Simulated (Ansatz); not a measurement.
# Ta2O5: the cost of one run

Program: Ansatz 0.2.0. Level of theory: DFT PBEsol, scalar-relativistic, plane waves, PAW. These are calculated values, not measurements.

2 further runs of the same task are left out: 1 that didn't finish, 1 set aside as unsound or not needed. Runs told in other sessions of the task aren't counted.

### 1 The structure to begin with

The structure is tetragonal, space group I4/mmm (No. 139). Conventional cell: a = 5.241 Å, b = 5.241 Å, c = 9.583 Å, α = 90.00°, β = 90.00°, γ = 90.00°. Around Ta (site symmetry 4mm) lie 5 O at 1.88 to 1.92 Å. Around O (site symmetry 4/mmm) lie 2 Ta at 1.88 Å. O (site symmetry 2/m) is surrounded by 2 Ta at 1.92 Å.

Coordinates:

```
CELL_PARAMETERS angstrom
-2.62037 2.62037 4.79144
2.62037 -2.62037 4.79144
2.62037 2.62037 -4.79144
ATOMIC_POSITIONS crystal
Ta 0.19664 0.19664 0.00000
Ta 0.80336 0.80336 0.00000
O 0.00000 0.00000 0.00000
O 0.50000 0.00000 0.00000
O 0.00000 0.50000 0.00000
O 0.00000 0.00000 0.50000
O 0.50000 0.50000 0.50000
```

It goes back to an entry of the Materials Project, which need not be the stable form.

It is the result of an earlier relaxation at this level (volume 18.80 Å³/atom; gap on the mesh: 1.64 eV).

### 2 Zero of energy

Reference values: F = -22423.5348 eV; pressure 0.00 GPa; largest force 0.003 eV/Å; gap on the mesh 1.64 eV. It was computed beforehand with the settings of the runs below.

### 3 Relaxing from the mode frozen in at +0.15 Å

File input.yaml:

```yaml
crystal:
  lattice:
    - [-2.6203668213, 2.6203668213, 4.7914432318]
    - [2.6203668213, -2.6203668213, 4.7914432318]
    - [2.6203668213, 2.6203668213, -4.7914432318]
  atoms:
    - { symbol: Ta, position: [0.1966381826, 0.1966381826, 0.0] }
    - { symbol: Ta, position: [0.8033618174, 0.8033618174, 0.0] }
    - { symbol: O, position: [0.0, 0.0, 0.0] }
    - { symbol: O, position: [0.492902811, -0.0220073428, 0.0] }
    - { symbol: O, position: [-0.0220073428, 0.492902811, 0.0] }
    - { symbol: O, position: [0.0220073428, 0.0220073428, 0.5149101538] }
    - { symbol: O, position: [0.507097189, 0.507097189, 0.4850898462] }
basis:
  ecutwfc: 420
kpoints:
  mp_grid: { grid: [8, 8, 8] }
hamiltonian:
  xc: pbesol
scf:
  occupations: { method: gaussian, width: 0.05 }
output:
  forces: true
  stress: true
  eigenvalues: true
relax:
  adjacent_minimum: "off"
  f_tol: 0.01
  max_steps: 60
```

Run with:

```sh
ansatz run input.yaml --threads 2 --pin off --max-ram 5120MiB --backend cpu --events-out ev --progress --plain --runs-dir out
```

**Question.** How long does this run take on 2 threads of Arm Neoverse V2, shared host, and how much memory does it need?

About 81 s, with a peak of 0.52 GiB.
